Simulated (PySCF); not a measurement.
**IrO₃: relaxation and vibrations of the doublet**

The task is one start of a wider search on IrO₃: the doublet, from a PBE0 minimum start. It is relaxed, tested by its Hessian and followed downhill if it is a saddle.

Computed with PySCF 2.14.0. Level: PBE0, basis Ir def2-SVP with ECP60, O def2-SVP, scalar-relativistic core potentials, no spin–orbit coupling, density fitting.

## Step 1: The starting structure

4 atoms, charge 0, spin multiplicity 2.

Bond lengths: Ir1–O2 1.719 Å, Ir1–O3 1.719 Å, Ir1–O4 1.687 Å. Angles: O2–Ir1–O3 110.3°, O2–Ir1–O4 124.8°, O3–Ir1–O4 124.8°.

Coordinates in bohr (charge 0 multiplicity 2):
```
Ir   -0.0346    0.0000    0.0000
O     1.8202    2.6660    0.0000
O     1.8202   -2.6660    0.0000
O    -3.2233    0.0000    0.0000
```

## Step 2: The SCF at the typed geometry

One driver script runs all steps and calls PySCF; scf.py shows how it sets up the SCF of each step. The optimiser is the driver's own. After this first run the driver tries any further starts and a stability analysis.

Input file scf.py:

```python
from pyscf import gto, scf, dft
mol = gto.M(atom='''
Ir    -0.018290    -0.000000     0.000000
O      0.963210     1.410790     0.000000
O      0.963210    -1.410790     0.000000
O     -1.705710     0.000000     0.000000''',
    basis={'Ir': 'def2-SVP', 'O': 'def2-SVP'},
    ecp={'Ir': 'def2-SVP'},
    charge=0, spin=1)
mf = dft.UKS(mol, xc='PBE0')
mf.grids.atom_grid = (50, 194)
aux = {'Ir': 'def2-universal-JKFIT', 'O': 'def2-universal-JKFIT'}
mf = mf.density_fit(auxbasis=aux)
mf.conv_tol = 1e-08
mf.diis_space = 10
mf.max_cycle = 60
mf.init_guess = 'minao'
mf.verbose = 4
mf.kernel()
```

Command:

```console
> OMP_NUM_THREADS=2 python axn.py task.json out
```

Standard output:

```text
init E= -317.707981241743
[... the frontier-level lines of each cycle are left out ...]
cycle= 1 E= -329.386940497649  delta_E= -11.7  |g|= 0.514  |ddm|= 5.79
cycle= 2 E= -329.08315514086  delta_E= 0.304  |g|= 1.03  |ddm|= 1.09
cycle= 3 E= -329.399486643802  delta_E= -0.316  |g|= 0.485  |ddm|= 0.934
cycle= 4 E= -329.491071282213  delta_E= -0.0916  |g|= 0.15  |ddm|= 0.393
cycle= 5 E= -329.498994202014  delta_E= -0.00792  |g|= 0.059  |ddm|= 0.136
cycle= 6 E= -329.501213907536  delta_E= -0.00222  |g|= 0.0152  |ddm|= 0.0665
cycle= 7 E= -329.501961222009  delta_E= -0.000747  |g|= 0.0114  |ddm|= 0.0594
cycle= 8 E= -329.502356066591  delta_E= -0.000395  |g|= 0.00574  |ddm|= 0.0594
cycle= 9 E= -329.502416689385  delta_E= -6.06e-05  |g|= 0.00142  |ddm|= 0.0236
cycle= 10 E= -329.502423049785  delta_E= -6.36e-06  |g|= 0.00109  |ddm|= 0.00644
cycle= 11 E= -329.502424519105  delta_E= -1.47e-06  |g|= 0.000312  |ddm|= 0.00331
cycle= 12 E= -329.502424634484  delta_E= -1.15e-07  |g|= 6.09e-05  |ddm|= 0.000931
cycle= 13 E= -329.502424638081  delta_E= -3.6e-09  |g|= 1.71e-05  |ddm|= 0.000125
Extra cycle  E= -329.502424637379  delta_E= 7.02e-10  |g|= 5.12e-05  |ddm|= 5.56e-05
converged SCF energy = -329.502424637379  <S^2> = 0.93634437  2S+1 = 2.1783887
```

This step, with its further starts and checks, took 15 s on 2 threads of Arm Neoverse V1, shared host.

The starts that the driver tried:

| start | energy (Eh) |
| --- | --- |
| the minimal-basis guess | -329.502425 |
| a thermally smeared density | -329.502425 |
| a smeared PBE density | -329.502425 |

No lower solution of this spin turned up from the other starts or in the test of internal stability.

## Step 3: PBE0 minimum start, doublet: relaxation

The program finds C2v symmetry in the start, which this walk keeps.

Changes to scf.py since step 2:

```diff
@@ -3,4 +3,4 @@
-Ir    -0.018290    -0.000000     0.000000
-O      0.963210     1.410790     0.000000
-O      0.963210    -1.410790     0.000000
-O     -1.705710     0.000000     0.000000''',
+Ir    -0.018294     0.000000     0.000000
+O      0.963206     1.410790     0.000000
+O      0.963206    -1.410790     0.000000
+O     -1.705714     0.000000     0.000000''',
@@ -17 +16,0 @@
-mf.init_guess = 'minao'
```

Energy and gradient, step by step:

```
step  energy (Eh)  change (kJ/mol)  largest symmetric gradient (Eh/bohr)
   0  -329.502425             0.00                               0.00014
```

The walk took 2.7 s.

Geometry (Å) and forces (eV/Å) at some steps:

```
step 0
Ir  -0.018   0.000   0.000   0.007   0.000   0.000
O    0.963   1.411   0.000  -0.003   0.003   0.000
O    0.963  -1.411   0.000  -0.003  -0.003   0.000
O   -1.706   0.000   0.000  -0.002   0.000   0.000
```

End point (C2v, 0 steps, 0.0 kJ/mol gained): Ir–O 1.687 Å, Ir–O 1.719 Å (×2); O–Ir–O 110.3°, O–Ir–O 124.8° (×2).

## Step 4: Hessian and properties

On the finer grid the gradient is checked again; gradients at displacements of ±0.02 bohr then give force constants and infrared intensities.

Changes to scf.py since step 3:

```diff
@@ -11 +11 @@
-mf.grids.atom_grid = (50, 194)
+mf.grids.atom_grid = (75, 302)
@@ -14 +14 @@
-mf.conv_tol = 1e-08
+mf.conv_tol = 1e-10
```

This SCF starts from the last density.

SCF at the final geometry:

```text
init E= -329.502359110293
[... the frontier-level lines of each cycle are left out ...]
cycle= 1 E= -329.50235911028  delta_E= 1.38e-11  |g|= 6.68e-06  |ddm|= 5.82e-06
Extra cycle  E= -329.502359110114  delta_E= 1.65e-10  |g|= 2.19e-05  |ddm|= 1.9e-05
converged SCF energy = -329.502359110114  <S^2> = 0.93634239  2S+1 = 2.1783869
```

The whole step took 66 s.

Geometry: C2v; Ir–O 1.687 Å, Ir–O 1.719 Å (×2); O–Ir–O 110.3°, O–Ir–O 124.8° (×2).

Modes, for the most abundant isotopes:

```json
{"symmetry": "b2", "ω (cm⁻¹)": "146", "IR (km/mol)": "9.3", "type": "bend"}
{"symmetry": "b1", "ω (cm⁻¹)": "222", "IR (km/mol)": "7.5", "type": "bend"}
{"symmetry": "a1", "ω (cm⁻¹)": "314", "IR (km/mol)": "0.9", "type": "bend"}
{"symmetry": "b2", "ω (cm⁻¹)": "801", "IR (km/mol)": "50.3", "type": "stretch"}
{"symmetry": "a1", "ω (cm⁻¹)": "944", "IR (km/mol)": "42.8", "type": "stretch"}
{"symmetry": "a1", "ω (cm⁻¹)": "976", "IR (km/mol)": "40.8", "type": "stretch"}
```

No imaginary mode, so this is a minimum.

Properties at this point:

```
Dipole moment                                                   : 0.59 D
Highest occupied level                                          : -8.63 eV
Lowest empty level                                              : -5.08 eV
Rotational constants                                            : 0.2648, 0.221, 0.1205 cm⁻¹
Zero-point energy                                               : 20.4 kJ/mol
Principal polarisabilities                                      : 25.3, 41.4, 45.0 bohr³
Atomisation energy without zero-point energy                    : 1338 kJ/mol
Principal traceless quadrupole moments about the centre of mass : -2.71, -1.81, 4.51 D Å
Entropy at 298.15 K and 1 bar (electronic part: spin only)      : 308.5 J/(mol K)
Heat capacity Cp at 298.15 K                                    : 61.9 J/(mol K)
Enthalpy at 298.15 K above 0 K                                  : 14.49 kJ/mol
Rotational symmetry number                                      : 2
Spin squared ⟨S²⟩                                               : 0.936
```

Populations by atom (charges in e):

```tsv
atom	Mulliken	Löwdin	polar tensor	spin (Mulliken)	Mayer order to Ir1
Ir1	0.94	0.30	1.14	0.32	–
O2,3	-0.32	-0.11	-0.35	0.51	1.69
O4	-0.31	-0.09	-0.44	-0.35	1.79
```

Mulliken populations on Ir1 (outside its core potential): s 2.78, p 6.32, d 6.82, f 0.13.

## Step 5: Outcome

| quantity | value |
| --- | --- |
| minimum | doublet, C2v |
| geometry | Ir–O 1.687 Å, Ir–O 1.719 Å (×2); O–Ir–O 110.3°, O–Ir–O 124.8° (×2) |
| wavenumbers (cm⁻¹) | 146 (b2), 222 (b1), 314 (a1), 801 (b2), 944 (a1), 976 (a1) |
| dipole moment | 0.59 D |
| highest occupied, lowest empty level (either spin) | -8.63, -5.08 eV |
| polar-tensor charge of Ir1 | +1.14 e |
| zero-point energy | 20.4 kJ/mol |
| entropy at 298.15 K | 308.5 J/(mol K) |
| atomisation energy (no zero-point energy) | 1338 kJ/mol |
| ⟨S²⟩ | 0.936 |

What this shows: The PBE0 minimum start keeps its C2v symmetry and ends in a minimum. The strongest infrared band lies at 801 cm⁻¹ (b2, stretch). Other starts or spin states, not run here, may lie lower. Open d and f shells are described by one determinant, and the ground state may have another occupation or spin. Spin–orbit coupling, left out here, can matter for elements this heavy.

The search up to here took 84 s.
